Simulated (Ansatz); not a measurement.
# Sn3H: the cost of one run

Method: DFT PBE, scalar-relativistic, plane waves, PAW, in Ansatz 0.2.0.

1 further run of the same task is left out (set aside as unsound or not needed).

## 1. The structure to begin with

The structure is hexagonal, space group P6_3/mmc (No. 194). Conventional cell: a = 6.384 Å, b = 6.384 Å, c = 5.150 Å, α = 90.00°, β = 90.00°, γ = 120.00°. Around Sn (site symmetry mm2) lie 8 Sn at 3.11 to 3.27 Å and 4 H at 3.14 to 3.19 Å. H (site symmetry -6m2) is surrounded by 12 Sn at 3.14 to 3.19 Å.

Coordinates:

```cif
data_structure
_symmetry_space_group_name_H-M 'P 1'
_symmetry_Int_Tables_number 1
_cell_length_a 6.3840
_cell_length_b 6.3840
_cell_length_c 5.1501
_cell_angle_alpha 90.000
_cell_angle_beta 90.000
_cell_angle_gamma 120.000
_cell_volume 181.77
loop_
_atom_site_label
_atom_site_type_symbol
_atom_site_fract_x
_atom_site_fract_y
_atom_site_fract_z
_atom_site_occupancy
Sn1 Sn 0.17084 0.34167 0.25000 1
Sn2 Sn 0.17084 0.82916 0.25000 1
Sn3 Sn 0.65833 0.82916 0.25000 1
Sn4 Sn 0.82916 0.65833 0.75000 1
Sn5 Sn 0.82916 0.17084 0.75000 1
Sn6 Sn 0.34167 0.17084 0.75000 1
H1 H 0.33333 0.66667 0.75000 1
H2 H 0.66667 0.33333 0.25000 1
```

It is the end of an earlier relaxation with the same method, from a database cell with other species swapped in; it is a trial structure. At a tolerance of 0.05 Å it has space group P6_3/mmc (No. 194); it has 22.72 Å³/atom, an uncorrected energy of +0.47 eV/atom over the elements.

## 2. Static run: bands, density of states and charges

File input.yaml:

```yaml
crystal:
  lattice:
    - [6.3839662339, 0.0, 0.0]
    - [-3.1919831169, 5.5286769354, 0.0]
    - [0.0, 0.0, 5.150125921]
  atoms:
    - { symbol: Sn, position: [0.1708350579, 0.3416701158, 0.25] }
    - { symbol: Sn, position: [0.1708350579, 0.8291649421, 0.25] }
    - { symbol: Sn, position: [0.6583298842, 0.8291649421, 0.25] }
    - { symbol: Sn, position: [0.8291649421, 0.6583298842, 0.75] }
    - { symbol: Sn, position: [0.8291649421, 0.1708350579, 0.75] }
    - { symbol: Sn, position: [0.3416701158, 0.1708350579, 0.75] }
    - { symbol: H, position: [0.3333333333, 0.6666666667, 0.75] }
    - { symbol: H, position: [0.6666666667, 0.3333333333, 0.25] }
basis:
  ecutwfc: 420
kpoints:
  mp_grid: { grid: [6, 6, 8] }
  band_path:
    path:
      - [[0.0, 0.0, 0.0], [0.5, 0.0, 0.0], [0.33333333, 0.33333333, 0.0], [0.0, 0.0, 0.0], [0.0, 0.0, 0.5], [0.5, 0.0, 0.5], [0.33333333, 0.33333333, 0.5], [0.0, 0.0, 0.5]]
      - [[0.5, 0.0, 0.5], [0.5, 0.0, 0.0]]
      - [[0.33333333, 0.33333333, 0.5], [0.33333333, 0.33333333, 0.0]]
    npoints: 14
hamiltonian:
  xc: pbe
scf:
  occupations: { method: gaussian, width: 0.1 }
  n_extra_bands: 20
output:
  forces: true
  stress: true
  eigenvalues: true
  populations: true
  dos: { projected: true, de: 0.02, nscf_kmesh: { grid: [8, 8, 10] } }
  bader: true
  write_density: true
  write_potential: true
  elf: true
  volumetric_format: npy
```

Started as:

```
$ ansatz run input.yaml --threads 1 --pin off --max-ram 2560MiB --backend cpu --events-out ev --progress --plain --runs-dir out
```

Q: Estimate wall time and peak memory on 1 thread of Arm Neoverse V2, shared host.

About 1.7 min, with a peak of 0.96 GiB.
